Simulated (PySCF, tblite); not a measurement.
# H₈N₃SSi₃ radical, a small gas-phase stand-in for a defect centre (nitride 3-ring): EPR parameters

What EPR parameters should one expect for `[S][SiH]1N[SiH2]N[SiH2]N1`? It is drawn as: sulfur hole.

Programs: tblite 0.8.0 and PySCF 2.14.0. All values are calculated, for the isolated system unless a continuum is named. Atoms count from 0, parts from 1.

## Step 1: Starting point

15 atoms, charge 0, multiplicity 2; geometry: distance geometry start.

## Step 2: Geometry optimisation with GFN2-xTB

What the job is given:

```
{"job": {"kind": "relax", "xc": "GFN2-xTB", "basis": "xTB"}, "charge": 0, "multiplicity": 2}
N      1.419306    -1.418691     1.868220
Si    -0.072734    -0.800756     1.061073
N      0.103988    -0.957929    -0.739818
Si     1.687528    -0.400743    -1.446688
N      2.709743     0.362849    -0.138803
Si     3.007211    -0.644342     1.341063
S      3.779104     0.599449     2.949028
H      1.473799    -2.429747     2.051676
H     -1.194279    -1.572671     1.486205
H     -0.264630     0.560980     1.412707
H     -0.299826    -1.779737    -1.163565
H      1.431635     0.545173    -2.473281
H      2.374372    -1.512546    -1.992733
H      2.538419     1.364007     0.041418
H      3.925650    -1.674377     1.040058
```

With the program's defaults for keys left out, this is: GFN2-xTB geometry optimisation, gas phase.

Launch:

```sh
$ OMP_NUM_THREADS=1 python cluster_run.py task.json out
```

This one command runs all jobs of the session in turn.

The program printed:

```text
step      E/eV     max force
  0    -581.91303    2.683
  1    -582.25704    1.158
  2    -582.44650    0.617
  3    -582.50718    0.707
  4    -582.57761    0.598
  5    -582.60367    0.281
  6    -582.61375    0.278
  7    -582.62898    0.301
  8    -582.64621    0.410
  9    -582.65916    0.364
 10    -582.66805    0.210
 11    -582.67597    0.292
 12    -582.68520    0.344
 13    -582.69674    0.309
 14    -582.70706    0.212
 15    -582.71378    0.199
 16    -582.71844    0.178
 17    -582.72357    0.210
 18    -582.73040    0.261
 19    -582.74016    0.262
 20    -582.75253    0.313
 21    -582.76442    0.363
 22    -582.77197    0.364
 23    -582.77291    0.653
 24    -582.78280    0.277
 25    -582.78882    0.229
 26    -582.80247    0.468
 27    -582.81297    0.317
 28    -582.82130    0.537
 29    -582.82612    0.202
 30    -582.82893    0.121
 31    -582.83157    0.200
 32    -582.83597    0.242
 33    -582.84144    0.222
 34    -582.84655    0.135
 35    -582.84899    0.120
 36    -582.85023    0.132
 37    -582.85177    0.108
 38    -582.85415    0.134
 39    -582.85830    0.155
 40    -582.86115    0.116
 41    -582.86264    0.082
 42    -582.86393    0.086
 43    -582.86515    0.076
 44    -582.86639    0.115
 45    -582.86744    0.079
 46    -582.86865    0.109
 47    -582.87010    0.117
 48    -582.87170    0.090
 49    -582.87323    0.107
 50    -582.87462    0.118
 51    -582.87551    0.086
 52    -582.87604    0.062
 53    -582.87643    0.062
 54    -582.87692    0.083
 55    -582.87770    0.093
 56    -582.87874    0.074
 57    -582.87907    0.040
 58    -582.87926    0.039
 59    -582.87946    0.052
 60    -582.87976    0.051
 61    -582.88010    0.049
 62    -582.88035    0.043
 63    -582.88051    0.031
 64    -582.88063    0.028
 65    -582.88075    0.028
 66    -582.88087    0.037
 67    -582.88100    0.031
 68    -582.88118    0.035
 69    -582.88138    0.028
 70    -582.88151    0.023
 71    -582.88158    0.050
 72    -582.88163    0.021
 73    -582.88172    0.033
 74    -582.88190    0.025
 75    -582.88201    0.030
 76    -582.88209    0.028
 77    -582.88219    0.026
 78    -582.88234    0.030
 79    -582.88254    0.032
 80    -582.88270    0.030
 81    -582.88281    0.028
 82    -582.88291    0.038
 83    -582.88306    0.042
 84    -582.88330    0.047
 85    -582.88364    0.051
 86    -582.88402    0.059
 87    -582.88439    0.063
 88    -582.88470    0.049
 89    -582.88493    0.035
 90    -582.88509    0.036
 91    -582.88522    0.030
 92    -582.88538    0.030
 93    -582.88563    0.048
 94    -582.88605    0.066
 95    -582.88662    0.069
 96    -582.88714    0.049
 97    -582.88748    0.058
 98    -582.88775    0.055
 99    -582.88800    0.049
100    -582.88867    0.082
101    -582.88913    0.067
102    -582.88949    0.060
103    -582.88976    0.043
104    -582.88991    0.041
105    -582.89027    0.042
106    -582.89058    0.053
107    -582.89109    0.077
108    -582.89152    0.068
109    -582.89190    0.088
110    -582.89224    0.070
111    -582.89267    0.045
112    -582.89305    0.043
113    -582.89343    0.066
114    -582.89378    0.065
115    -582.89411    0.050
116    -582.89447    0.046
117    -582.89479    0.051
118    -582.89504    0.060
119    -582.89527    0.064
120    -582.89552    0.040
121    -582.89579    0.040
122    -582.89593    0.034
123    -582.89611    0.038
124    -582.89639    0.049
125    -582.89677    0.058
126    -582.89715    0.060
127    -582.89722    0.038
128    -582.89756    0.059
129    -582.89772    0.035
130    -582.89830    0.046
131    -582.89864    0.057
132    -582.89904    0.074
133    -582.89938    0.052
134    -582.89966    0.040
135    -582.89993    0.044
136    -582.90023    0.044
137    -582.90053    0.042
138    -582.90075    0.046
139    -582.90096    0.049
140    -582.90112    0.031
141    -582.90128    0.035
142    -582.90144    0.033
143    -582.90159    0.033
144    -582.90170    0.023
145    -582.90178    0.020
146    -582.90183    0.015
147    -582.90188    0.023
148    -582.90195    0.020
149    -582.90203    0.021
150    -582.90209    0.018
151    -582.90213    0.020
152    -582.90216    0.019
153    -582.90218    0.014
154    -582.90220    0.012
155    -582.90222    0.008
156    -582.90223    0.010
157    -582.90224    0.010
158    -582.90226    0.010
159    -582.90227    0.008
160    -582.90228    0.009
161    -582.90230    0.011
162    -582.90231    0.012
163    -582.90233    0.015
164    -582.90236    0.017
165    -582.90239    0.016
166    -582.90243    0.014
167    -582.90246    0.015
168    -582.90248    0.014
169    -582.90251    0.013
170    -582.90256    0.017
171    -582.90262    0.024
172    -582.90269    0.026
173    -582.90275    0.022
174    -582.90280    0.019
175    -582.90283    0.017
176    -582.90285    0.013
177    -582.90286    0.011
178    -582.90288    0.013
179    -582.90289    0.010
180    -582.90290    0.008
```

Wall time 6.8 s (1 thread of Intel Xeon 6975P-C, shared host).

Along the way:

```
step  energy from step 0 (eV)  largest force (eV/Å)
   0                   0.0000                2.6828
   7                  -0.7159                0.3011
  14                  -0.7940                0.2115
  21                  -0.8514                0.3627
  28                  -0.9083                0.5365
  35                  -0.9360                0.1202
  42                  -0.9509                0.0867
  49                  -0.9602                0.1071
  56                  -0.9657                0.0741
  63                  -0.9675                0.0313
  70                  -0.9685                0.0229
  77                  -0.9692                0.0265
  84                  -0.9703                0.0464
  91                  -0.9722                0.0298
  98                  -0.9747                0.0550
 105                  -0.9772                0.0420
 112                  -0.9800                0.0434
 119                  -0.9822                0.0640
 126                  -0.9841                0.0596
 133                  -0.9863                0.0520
 140                  -0.9881                0.0305
 147                  -0.9888                0.0222
 154                  -0.9892                0.0124
 161                  -0.9893                0.0102
 168                  -0.9894                0.0136
 175                  -0.9898                0.0169
 180                  -0.9899                0.0081
```

Distances of close pairs at the start and the end, largest changes first:

```
   bond  before (Å)  after (Å)  change (Å)
 N0–Si5       1.844      1.719      -0.125
 Si3–N4       1.827      1.729      -0.098
 N4–Si5       1.815      1.719      -0.096
 N2–Si3       1.821      1.727      -0.095
 Si1–N2       1.816      1.727      -0.089
 N0–Si1       1.805      1.729      -0.076
Si5–H14       1.412      1.464      +0.051
Si3–H12       1.416      1.467      +0.051
```

## Step 3: Relaxing the molecule at PBE0-D3(BJ)/def2-SVP

What the job is given:

```
{"job": {"xc": "PBE0", "basis": "def2-SVP", "d3": "d3bj", "grid": 2, "kind": "geom", "shake": 0.01}, "charge": 0, "multiplicity": 2}
N     -0.181254    -0.223386     1.588808
Si    -1.627979    -0.516568     0.648133
N     -1.131182    -0.498669    -1.007823
Si     0.134306     0.475806    -1.759377
N      1.339278     0.674756    -0.580492
Si     1.392542    -0.095365     0.957334
S      2.569310     1.101321     2.285645
H     -0.314003    -0.088128     2.571045
H     -2.133870    -1.855703     0.938068
H     -2.607649     0.530759     0.973044
H     -1.765644    -0.929404    -1.629547
H     -0.371616     1.807844    -2.136534
H      0.571130    -0.285316    -2.911107
H      2.080807     1.300263    -0.807316
H      2.034900    -1.423582     0.884790
```

The program printed:

```text
step   0  E = -1434.68086477  max force = 0.028524
step   1  E = -1434.68849436  max force = 0.006371
step   2  E = -1434.68935552  max force = 0.002889
step   3  E = -1434.68953175  max force = 0.001686
step   4  E = -1434.68959925  max force = 0.001459
step   5  E = -1434.68971599  max force = 0.001590
step   6  E = -1434.68978934  max force = 0.001059
step   7  E = -1434.68981812  max force = 0.000310
step   8  E = -1434.68982305  max force = 0.000225
optimisation converged
```

It took 3.3 min on 1 thread of Intel Xeon 6975P-C, shared host; peak memory 0.95 GiB.

Relaxation path:

```csv
step,energy from step 0 (eV),largest force component (eV/Å)
0,0.0000,1.4668
1,-0.2076,0.3276
2,-0.2310,0.1486
3,-0.2358,0.0867
4,-0.2377,0.0750
5,-0.2409,0.0818
6,-0.2428,0.0545
7,-0.2436,0.0159
8,-0.2438,0.0116
```

Close pairs (by a distance rule), those that changed most:

```
   bond  before (Å)  after (Å)  change (Å)
Si3–H12       1.448      1.497      +0.049
 Si3–N4       1.697      1.739      +0.041
 Si1–H8       1.461      1.497      +0.037
 N0–Si5       1.701      1.733      +0.032
 N2–Si3       1.765      1.737      -0.028
 N2–H10       0.987      1.015      +0.028
 Si1–H9       1.470      1.497      +0.027
Si3–H11       1.474      1.497      +0.023
```

The next job starts from the end point, and lists it.

| at the end point | value |
| --- | --- |
| point group (found at 0.08 Å tolerance) | Cs |
| rotational constants (GHz, main isotopes) | 2.027, 0.877, 0.650 |
| dipole moment (D) | 1.28 |
| ⟨S²⟩ | 0.753 |

## Step 4: g tensor and hyperfine couplings: B3LYP/IGLO-III+pcH-1

What the job is given:

```
{"job": {"kind": "epr"}, "charge": 0, "multiplicity": 2}
N     -0.063778    -0.285821     1.557755
Si    -1.547184    -0.513190     0.679509
N     -1.111303    -0.473010    -1.001618
Si     0.118261     0.456552    -1.802430
N      1.429318     0.582313    -0.667153
Si     1.536549    -0.115561     0.915262
S      2.728029     1.121337     2.190738
H     -0.125186    -0.171985     2.566351
H     -2.203706    -1.836535     0.923538
H     -2.521872     0.544306     1.096429
H     -1.584421    -1.155439    -1.585891
H     -0.303924     1.835523    -2.205337
H      0.467907    -0.280366    -3.058006
H      2.208908     1.187789    -0.911268
H      2.326137    -1.388035     0.951176
```

With the program's defaults for keys left out, this is: UKS B3LYP, IGLO-III on N S Si, pcH-1 on H, non-relativistic, mean-field spin-orbit, GIAO.

The program printed:

```text
UKS, coarse grid
  cycle   1  E = -1435.95709435  |g| = 6.04e-01
  cycle   2  E = -1435.74248797  |g| = 9.12e-01
  cycle   3  E = -1436.09014145  |g| = 9.54e-02
  cycle   4  E = -1436.09421868  |g| = 3.78e-02
  cycle   5  E = -1436.09492310  |g| = 7.58e-03
  cycle   6  E = -1436.09495528  |g| = 2.87e-03
  cycle   7  E = -1436.09496202  |g| = 1.03e-03
  cycle   8  E = -1436.09496586  |g| = 7.00e-04
UKS, final grid
  cycle   1  E = -1436.09497251  |g| = 1.08e-03
  cycle   2  E = -1436.09497172  |g| = 1.85e-03
  cycle   3  E = -1436.09497318  |g| = 1.15e-04
  cycle   4  E = -1436.09497322  |g| = 8.97e-05
  cycle   5  E = -1436.09497324  |g| = 1.70e-05
  cycle   6  E = -1436.09497324  |g| = 1.01e-05
E = -1436.09497324 Eh   <S^2> = 0.7532 (exact 0.7500)
g shifts (ppm)      1          2          3
  rmc          -211       -211       -211
  gc            -19         42         47
  oz_so         166      28724     233512
  total         -64      28556     233348
hyperfine (MHz)  atom isotope    a_iso     a_fc   dipolar eigenvalues
    0   14N       1.18       1.18     -0.47     -0.43      0.90
    1  29Si       0.88       0.88     -0.33      0.15      0.18
    2   14N       0.05       0.05     -0.09     -0.02      0.11
    3  29Si       0.89       0.89     -0.34      0.15      0.19
    4   14N       1.23       1.23     -0.48     -0.45      0.93
    5  29Si      21.83      21.83     -0.74     -0.30      1.04
    6   33S      15.49      15.49    -84.45    -83.94    168.38
    7    1H      -0.73      -0.73     -2.23     -1.85      4.09
    8    1H       0.71       0.71     -0.41     -0.38      0.79
    9    1H      -0.04      -0.04     -0.54     -0.48      1.02
   10    1H      -0.09      -0.09     -0.42     -0.33      0.75
   11    1H      -0.05      -0.05     -0.54     -0.48      1.02
   12    1H       0.76       0.76     -0.41     -0.38      0.79
   13    1H      -0.75      -0.75     -2.26     -1.85      4.11
   14    1H      63.26      63.26     -3.85     -0.52      4.36
```

Run time: 97 s. Hardware: 1 thread of Intel Xeon 6975P-C, shared host; peak memory 1.5 GiB.

Principal g values 2.00226, 2.03087, 2.23567; g(iso) = 2.08960, against 2.00232 for a free electron. They are not to be trusted: the run shows nearly degenerate orbitals, where second-order g theory doesn't apply.

Hyperfine couplings; where a row names several nuclei, a(iso) is their mean (it holds for fast rotation or exchange) and the dipolar term the largest among them:

| nuclei | isotope | a(iso) (MHz) | a(iso) (G, at g = 2.0023) | largest dipolar term (MHz) |
| --- | --- | --- | --- | --- |
| H14 | 1H | 63.3 | 22.6 | 4.4 |
| Si5 | 29Si | 21.8 | 7.8 | 1.0 |
| S6 | 33S | 15.5 | 5.5 | 168.4 |
| N0, N4 | 14N | 1.2 | 0.4 | 0.9 |
| Si1, Si3 | 29Si | 0.9 | 0.3 | -0.3 |
| H7, H13 | 1H | -0.7 | -0.3 | 4.1 |
| H8, H12 | 1H | 0.7 | 0.3 | 0.8 |
| H10 | 1H | -0.1 | 0.0 | 0.7 |
| N2 | 14N | 0.1 | 0.0 | 0.1 |
| H9, H11 | 1H | 0.0 | 0.0 | 1.0 |

Mulliken spin populations:

N0 0.01; Si1 0.00; N2 0.00; Si3 0.00; N4 0.01; Si5 -0.02; S6 0.98; H7 0.00; H8 0.00; H9 0.00; H10 0.00; H11 0.00; H12 0.00; H13 0.00; H14 0.03

Orbitals, density, ELF and potential are computed afterwards from the orbital file.

ELF in a plane through or near 6 of the atoms.

Ten even steps from '0' (0.00) to '9' (0.92):
```
0000000000000000000000000000
0000000000000000000000000000
0000000000000000000000000000
0000000013420000110000000000
0000000036762003893000000000
0000000036842247995000000000
0000000013173686971025540000
0000000013173782551268874100
0000000137941478943689985200
0000001478584013151886796300
0000001478684025221887896300
0000000126821687962579985200
0000000002085686351157873000
0000000014252587982014420000
0000000036863226995000000000
0000000025762002783000000000
0000000002320000000000000000
0000000000000000000000000000
0000000000000000000000000000
0000000000000000000000000000
```
The map spans 12.3 Å across and 10.3 Å up, centred on the molecule. Atoms in the plane (x, y in Å): N0 (0.8, 1.4), Si1 (-1.0, 1.6), Si3 (-1.0, -1.6), N4 (0.8, -1.4), H7 (1.3, 2.2), H13 (1.3, -2.2).

On the surface of density 0.002 e/bohr³ the electrostatic potential runs, from the 1st to the 99th percentile, from -0.55 V near S6 to 1.79 V near H10.

The spin density lies nearest to S6 90 %.

## Step 5: EPR parameters: BHandHLYP/IGLO-III+pcH-1

Settings changed since step 4:

```diff
@@ -1,2 +1,2 @@
-{"job": {"kind": "epr"}, "charge": 0, "multiplicity": 2}
+{"job": {"kind": "epr", "xc": "BHandHLYP"}, "charge": 0, "multiplicity": 2}
 N     -0.063778    -0.285821     1.557755
```

Level: UKS BHandHLYP, IGLO-III on N S Si, pcH-1 on H, non-relativistic, mean-field spin-orbit, GIAO.

The program printed:

```text
UKS, coarse grid
  cycle   1  E = -1435.79379497  |g| = 4.60e-01
  cycle   2  E = -1435.83813802  |g| = 4.27e-01
  cycle   3  E = -1435.91535249  |g| = 6.11e-02
  cycle   4  E = -1435.91895949  |g| = 2.93e-02
  cycle   5  E = -1435.91993894  |g| = 1.17e-02
  cycle   6  E = -1435.92030546  |g| = 5.80e-03
  cycle   7  E = -1435.92047331  |g| = 3.66e-03
  cycle   8  E = -1435.92054480  |g| = 1.92e-03
  cycle   9  E = -1435.92056703  |g| = 7.58e-04
  cycle  10  E = -1435.92056877  |g| = 5.06e-04
UKS, final grid
  cycle   1  E = -1435.92057102  |g| = 5.58e-04
  cycle   2  E = -1435.92057107  |g| = 6.54e-04
  cycle   3  E = -1435.92057126  |g| = 9.54e-05
  cycle   4  E = -1435.92057131  |g| = 4.71e-05
  cycle   5  E = -1435.92057132  |g| = 2.07e-05
E = -1435.92057132 Eh   <S^2> = 0.7549 (exact 0.7500)
g shifts (ppm)      1          2          3
  rmc          -212       -212       -212
  gc            -21         44         48
  oz_so         115      27579     289232
  total        -117      27411     289069
hyperfine (MHz)  atom isotope    a_iso     a_fc   dipolar eigenvalues
    0   14N       1.19       1.19     -0.37     -0.35      0.72
    1  29Si       0.76       0.76     -0.27      0.12      0.14
    2   14N       0.03       0.03     -0.06     -0.02      0.08
    3  29Si       0.76       0.76     -0.27      0.12      0.15
    4   14N       1.24       1.24     -0.38     -0.36      0.74
    5  29Si      24.28      24.28     -0.70     -0.18      0.88
    6   33S      24.73      24.73    -85.57    -84.39    169.96
    7    1H      -0.66      -0.66     -2.16     -2.01      4.17
    8    1H       0.45       0.45     -0.40     -0.37      0.78
    9    1H      -0.09      -0.09     -0.53     -0.49      1.02
   10    1H      -0.06      -0.06     -0.38     -0.33      0.71
   11    1H      -0.09      -0.09     -0.54     -0.49      1.03
   12    1H       0.48       0.48     -0.40     -0.38      0.78
   13    1H      -0.67      -0.67     -2.19     -2.01      4.20
   14    1H      52.41      52.41     -3.74     -1.00      4.74
```

Wall time 97 s (1 thread of Intel Xeon 6975P-C, shared host); peak memory 1.6 GiB.

In short: g(iso) 2.10777, not to be trusted: the run shows nearly degenerate orbitals, where second-order g theory doesn't apply.

## Step 6: Run by run: EPR parameters

g, ⟨S²⟩ and isotropic hyperfine couplings (MHz), with basis size and wall time; * marks a run flagged for spin contamination, instability or a large g shift:

| run | g(iso) | ⟨S²⟩ | 1H H14 | 29Si Si5 | 33S S6 | 14N N0 (mean) | 29Si Si1 (mean) | functions | time |
| --- | --- | --- | --- | --- | --- | --- | --- | --- | --- |
| B3LYP/IGLO-III+pcH-1* | 2.08960 | 0.753 | 63.3 | 21.8 | 15.5 | 1.2 | 0.9 | 361 | 97 s |
| BHandHLYP/IGLO-III+pcH-1* | 2.10777 | 0.755 | 52.4 | 24.3 | 24.7 | 1.2 | 0.8 | 361 | 97 s |

## Step 7: Summary of results

| quantity | value |
| --- | --- |
| point group | Cs |
| rotational constants (main isotopes) | 2.03, 0.88, 0.65 GHz |
| g(iso) (B3LYP) | 2.08960 |
| ⟨S²⟩ | 0.753 (exact 0.75) |
| largest a(iso) (averaged by class) | 1H on H14, 63.3 MHz |
| potential on the surface of density 0.002 e/bohr³, 1st and 99th percentile | -0.55 V and 1.79 V |

What this shows: The start of the PBE0/def2-SVP relaxation was shaken at random by about 0.01 Å, so part of the energy gained, and of the first lengths quoted, undoes that. The optimisation took 8 steps and gained 0.244 eV; among the close pairs (by a distance rule), Si3–H12 changed most, from 1.448 to 1.497 Å (PBE0/def2-SVP). Most of the unpaired spin sits on S6 (0.98 e). The isotropic g lies 87.3 ppt above the free-electron value. These values are not to be trusted: the run shows nearly degenerate orbitals, where second-order g theory doesn't apply. A capped cluster stands for the solid here, so long-range fields and strain are missing, and bands or shifts of the capping hydrogens have no counterpart in it.
